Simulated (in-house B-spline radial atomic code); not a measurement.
# Bi⁵⁺: excited configurations

How much energy does it take to promote electrons of Bi⁵⁺ to other shells? Each configuration is solved by itself and compared with the reference.

Method: scalar-relativistic (spin-free one-electron X2C) B97-1, spin-polarised, spherical density, exact exchange averaged over the configuration, Fermi nucleus, basis-set limit. Code: in-house B-spline radial atomic code version 1.

## (1) Starting point

| Item | Value |
| --- | --- |
| element | bismuth (Z = 83) |
| charge | +5 |
| electrons | 78 |
| configuration | [Xe] 4f14 5d10 |
| Hamiltonian | scalar-relativistic (X2C) |
| nucleus | Fermi, rms radius 5.521 fm |

The outer shells:

[Xe] 4f14 5d10
```
[Xe] core
4f [↑↓][↑↓][↑↓][↑↓][↑↓][↑↓][↑↓]
5d [↑↓][↑↓][↑↓][↑↓][↑↓]
```

Where spins are not typed, each open shell is filled with up spins first.

## (2) The reference configuration

Input settings:

```ini
Z = 83
electrons = 78.0
configuration = [Xe] 4f14 5d10
hamiltonian = x2c
method = b97_1
spin_polarised = True
nucleus = fermi
rms_radius = 5.5211
mass_number = 209
atomic_mass = 208.980398599
speed_of_light = 137.035999084
exact_exchange = averaged over the configuration
```

Started as:

```console
> python run_scf.py task.json out
```

One command runs all members of the session, one after another, from task.json.

## (3) Run with [Xe] 4f13 5d10 6d1

Settings: those of step 2 with these lines changed.

```diff
@@ -2,3 +2,3 @@
 electrons = 78.0
-configuration = [Xe] 4f14 5d10
+configuration = [Xe] 4f13 5d10 6d1
 hamiltonian = x2c
```

## (4) Configuration [Xe] 4f14 5d9 6s1

Settings: those of step 3 with these lines changed.

```diff
@@ -2,3 +2,3 @@
 electrons = 78.0
-configuration = [Xe] 4f13 5d10 6d1
+configuration = [Xe] 4f14 5d9 6s1
 hamiltonian = x2c
```

## (5) [Kr] 4d10 4f14 5s2 5p5 5d10 6f1

Settings: those of step 4 with these lines changed.

```diff
@@ -2,3 +2,3 @@
 electrons = 78.0
-configuration = [Xe] 4f14 5d9 6s1
+configuration = [Kr] 4d10 4f14 5s2 5p5 5d10 6f1
 hamiltonian = x2c
```

## (6) Configuration [Xe] 4f13 5d10 5f1

Settings: those of step 5 with these lines changed.

```diff
@@ -2,3 +2,3 @@
 electrons = 78.0
-configuration = [Kr] 4d10 4f14 5s2 5p5 5d10 6f1
+configuration = [Xe] 4f13 5d10 5f1
 hamiltonian = x2c
```

## (7) Run with [Kr] 4d10 4f14 5s2 5p5 5d10 6p1

Settings: those of step 6 with these lines changed.

```diff
@@ -2,3 +2,3 @@
 electrons = 78.0
-configuration = [Xe] 4f13 5d10 5f1
+configuration = [Kr] 4d10 4f14 5s2 5p5 5d10 6p1
 hamiltonian = x2c
```

## (8) Run with [Kr] 4d10 4f14 5s2 5p5 5d10 6d1

Settings: those of step 7 with these lines changed.

```diff
@@ -2,3 +2,3 @@
 electrons = 78.0
-configuration = [Kr] 4d10 4f14 5s2 5p5 5d10 6p1
+configuration = [Kr] 4d10 4f14 5s2 5p5 5d10 6d1
 hamiltonian = x2c
```

Q: How far above the reference does each configuration lie (order and size, in eV)?

**Answer**, as computed:

| net move | configuration | 2|M_S|+1 | energy above the reference (eV) | largest <r> (bohr) |
| --- | --- | --- | --- | --- |
| 5d → 6s | [Xe] 4f14 5d9 6s1 | 3 | 19.290 | 1.87 |
| 5p → 6p | [Kr] 4d10 4f14 5s2 5p5 5d10 6p1 | 3 | 107.41 | 2.18 |
| 5p → 6d | [Kr] 4d10 4f14 5s2 5p5 5d10 6d1 | 3 | 124.57 | 2.88 |
| 5p → 6f | [Kr] 4d10 4f14 5s2 5p5 5d10 6f1 | 3 | 139.17 | 4.35 |
| 4f → 6d | [Xe] 4f13 5d10 6d1 | 3 | 186.23 | 2.86 |
| 4f → 5f | [Xe] 4f13 5d10 5f1 | 3 | 187.43 | 2.16 |

The energies run from 19.290 eV (5d → 6s) to 187.43 eV (4f → 5f). 3 of them lie more than 60 % above minus the reference's highest level (82.637 eV), in the range where a state can decay by emitting an electron. The reference has 2|M_S|+1 = 1; 6 of the configurations differ from it in spin. These are spherical averages at the typed spins, not spectroscopic levels.
